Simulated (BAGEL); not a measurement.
# Si2H4F2 (SMILES F[SiH](F)[SiH3]) at HF/STO-3G (density fitting with qzvpp-jkfit)

Aim: the vertical ionisation energy of Si2H4F2 at HF/STO-3G (density fitting with qzvpp-jkfit), from 2 runs. 

Program for the calculation: BAGEL 1.2.2.

1 further run of the same task is left out (it didn't finish). Runs told in other sessions of the task aren't counted.

## 1. The system as given

Si2H4F2: 8 atoms, total charge 0, spin state singlet. SMILES: `F[SiH](F)[SiH3]`. Geometry: relaxed at PBE0-D4/def2-TZVP.

Bond lengths: F1–Si2 1.593 Å, Si2–F3 1.593 Å, Si2–Si4 2.342 Å, Si2–H5 1.482 Å, Si4–H6 1.486 Å, Si4–H7 1.486 Å, Si4–H8 1.485 Å. Some angles: F1–Si2–F3 107.0°, F1–Si2–Si4 109.5°, F3–Si2–Si4 109.5°, F1–Si2–H5 107.3°, F3–Si2–H5 107.3°, Si4–Si2–H5 115.9°, Si2–Si4–H6 109.0°, Si2–Si4–H7 109.1°, Si2–Si4–H8 110.0°, H6–Si4–H7 109.2°.

## 2. The energy at HF/STO-3G (density fitting with qzvpp-jkfit)

Input file job.json:

```json
{ "bagel" : [

{
  "title" : "molecule",
  "basis" : "sto-3g",
  "df_basis" : "qzvpp-jkfit",
  "angstrom" : true,
  "geometry" : [
    { "atom" : "F", "xyz" : [       0.971900,      -1.046400,       1.729500 ] },
    { "atom" : "Si", "xyz" : [       1.061800,      -0.320500,       0.314000 ] },
    { "atom" : "F", "xyz" : [       1.618700,      -1.392500,      -0.725000 ] },
    { "atom" : "Si", "xyz" : [      -1.075200,       0.372800,      -0.346900 ] },
    { "atom" : "H", "xyz" : [       2.081000,       0.748800,       0.431800 ] },
    { "atom" : "H", "xyz" : [      -1.595200,       1.352300,       0.642900 ] },
    { "atom" : "H", "xyz" : [      -0.983200,       1.025300,      -1.679300 ] },
    { "atom" : "H", "xyz" : [      -1.987700,      -0.796800,      -0.422700 ] }
  ]
},

{ "title" : "hf" },

{ "title" : "print", "file" : "orbitals.molden", "orbitals" : true }

]}
```

Started as:

```bash
$ BAGEL_NUM_THREADS=1 BAGEL job.json > job.out
```

The program printed:

```text
* using 1 threads per process

  ===============================================================
  ===============================================================

  *** Geometry ***

  { "atom" : "F", "xyz" : [      1.836625,     -1.977409,      3.268281 ] },
  { "atom" : "Si", "xyz" : [      2.006511,     -0.605657,      0.593374 ] },
  { "atom" : "F", "xyz" : [      3.058900,     -2.631444,     -1.370051 ] },
  { "atom" : "Si", "xyz" : [     -2.031834,      0.704490,     -0.655546 ] },
  { "atom" : "H", "xyz" : [      3.932520,      1.415027,      0.815984 ] },
  { "atom" : "H", "xyz" : [     -3.014491,      2.555477,      1.214905 ] },
  { "atom" : "H", "xyz" : [     -1.857979,      1.937536,     -3.173417 ] },
  { "atom" : "H", "xyz" : [     -3.756209,     -1.505734,     -0.798787 ] },

  Number of auxiliary basis functions:      482

  Since a DF basis is specified, we compute 2- and 3-index integrals:
    o Being stored without compression. Storage requirement is 0.004 GB

  Number of basis functions:       32
  Number of electrons      :       50

    * METHOD: MOLECULE                             0.14

  *** RHF ***

  === Nuclear Repulsion ===
   227.3162932621

      * DIIS with orbital gradients will be used.

  === RHF iteration (sto-3g) ===
      0       -769.55372821          0.01450428           0.02
      1       -769.64662932          0.00267635           0.02
      2       -769.65022629          0.00080141           0.02
      3       -769.65075481          0.00011653           0.02
      4       -769.65076566          0.00001484           0.02
      5       -769.65076580          0.00000183           0.02
      6       -769.65076580          0.00000051           0.02
      7       -769.65076580          0.00000014           0.02
      8       -769.65076580          0.00000003           0.02
      9       -769.65076580          0.00000000           0.02
    * SCF iteration converged.

    * Permanent dipole moment:
           (    0.237893,    -0.479953,     0.130320) a.u.

    * METHOD: HF                                   0.25

    * METHOD: PRINT                                0.00

  ===============================================================
```

Wall time 0.52 s (1 thread of Arm Neoverse V2, shared host).

## 3. The doublet cation, same level

Input file calc.json:

```json
{ "bagel" : [

{
  "title" : "molecule",
  "basis" : "sto-3g",
  "df_basis" : "qzvpp-jkfit",
  "angstrom" : true,
  "geometry" : [
    { "atom" : "F", "xyz" : [    0.971900,   -1.046400,    1.729500 ] },
    { "atom" : "Si", "xyz" : [    1.061800,   -0.320500,    0.314000 ] },
    { "atom" : "F", "xyz" : [    1.618700,   -1.392500,   -0.725000 ] },
    { "atom" : "Si", "xyz" : [   -1.075200,    0.372800,   -0.346900 ] },
    { "atom" : "H", "xyz" : [    2.081000,    0.748800,    0.431800 ] },
    { "atom" : "H", "xyz" : [   -1.595200,    1.352300,    0.642900 ] },
    { "atom" : "H", "xyz" : [   -0.983200,    1.025300,   -1.679300 ] },
    { "atom" : "H", "xyz" : [   -1.987700,   -0.796800,   -0.422700 ] }
  ]
},
{ "title" : "uhf", "charge" : 1, "nopen" : 1 },
{ "title" : "print", "file" : "orbitals.molden", "orbitals" : true }

]}
```

Started as:

```bash
$ BAGEL_NUM_THREADS=1 BAGEL calc.json > calc.out
```

The program printed:

```text
* using 1 threads per process

  ===============================================================
  ===============================================================

  *** Geometry ***

  { "atom" : "F", "xyz" : [      1.836625,     -1.977409,      3.268281 ] },
  { "atom" : "Si", "xyz" : [      2.006511,     -0.605657,      0.593374 ] },
  { "atom" : "F", "xyz" : [      3.058900,     -2.631444,     -1.370051 ] },
  { "atom" : "Si", "xyz" : [     -2.031834,      0.704490,     -0.655546 ] },
  { "atom" : "H", "xyz" : [      3.932520,      1.415027,      0.815984 ] },
  { "atom" : "H", "xyz" : [     -3.014491,      2.555477,      1.214905 ] },
  { "atom" : "H", "xyz" : [     -1.857979,      1.937536,     -3.173417 ] },
  { "atom" : "H", "xyz" : [     -3.756209,     -1.505734,     -0.798787 ] },

  Number of auxiliary basis functions:      482

  Since a DF basis is specified, we compute 2- and 3-index integrals:
    o Being stored without compression. Storage requirement is 0.004 GB

  Number of basis functions:       32
  Number of electrons      :       50

    * METHOD: MOLECULE                             0.14

  *** Open-shell HF ***

  === Nuclear Repulsion ===
   227.3162932621

      * DIIS with orbital gradients will be used.

  === UHF iteration (sto-3g) ===
      0       -769.19557466          0.03726057           0.04
      1       -769.34406275          0.01219987           0.04
      2       -769.35763270          0.00350888           0.04
      3       -769.35940742          0.00105510           0.04
      4       -769.36019515          0.00064716           0.04
      5       -769.36076248          0.00037370           0.04
      6       -769.36105841          0.00018050           0.04
      7       -769.36113279          0.00008999           0.04
      8       -769.36115038          0.00005769           0.04
      9       -769.36115804          0.00002694           0.04
     10       -769.36115878          0.00001128           0.04
     11       -769.36115888          0.00000248           0.04
     12       -769.36115889          0.00000094           0.04
     13       -769.36115889          0.00000054           0.04
     14       -769.36115889          0.00000040           0.04
     15       -769.36115890          0.00000034           0.04
     16       -769.36115890          0.00000025           0.04
     17       -769.36115890          0.00000022           0.04
     18       -769.36115890          0.00000020           0.04
     19       -769.36115890          0.00000019           0.04
     20       -769.36115890          0.00000018           0.04
     21       -769.36115890          0.00000018           0.04
     22       -769.36115890          0.00000017           0.04
     23       -769.36115890          0.00000017           0.04
     24       -769.36115890          0.00000017           0.04
     25       -769.36115890          0.00000015           0.04
     26       -769.36115890          0.00000011           0.04
     27       -769.36115890          0.00000010           0.04
     28       -769.36115890          0.00000008           0.04
     29       -769.36115890          0.00000007           0.04
     30       -769.36115890          0.00000004           0.04
     31       -769.36115890          0.00000002           0.04
     32       -769.36115890          0.00000001           0.04
    * SCF iteration converged.

    * S^2 (UHF) is 0.7735

    * Permanent dipole moment:
           (    0.613681,    -0.949985,     0.296424) a.u.

    * METHOD: UHF                                  1.30

    * METHOD: PRINT                                0.00

  ===============================================================
```

It took 1.6 s on 1 thread of Arm Neoverse V2, shared host.

## 4. Outcome

At HF/STO-3G (density fitting with qzvpp-jkfit):

| quantity | value |
| --- | --- |
| singlet Si2H4F2: total energy | -769.65077 Eh |
| singlet Si2H4F2: dipole moment | 1.40 D |
| singlet Si2H4F2: HOMO energy | -8.38 eV |
| singlet Si2H4F2: LUMO energy | 10.34 eV |
| singlet Si2H4F2: HOMO–LUMO gap | 18.72 eV |
| doublet cation: total energy | -769.36116 Eh |
| doublet cation: ⟨S²⟩ | 0.773 |
| vertical ionisation energy (to the doublet cation) | 7.881 eV |

In words: Removing an electron at fixed nuclei costs 7.88 eV (760 kJ/mol). The negative HOMO energy of the first species, 8.38 eV, lies 0.50 eV above that difference. In a minimal basis such a difference can be off by several eV, whatever the method.
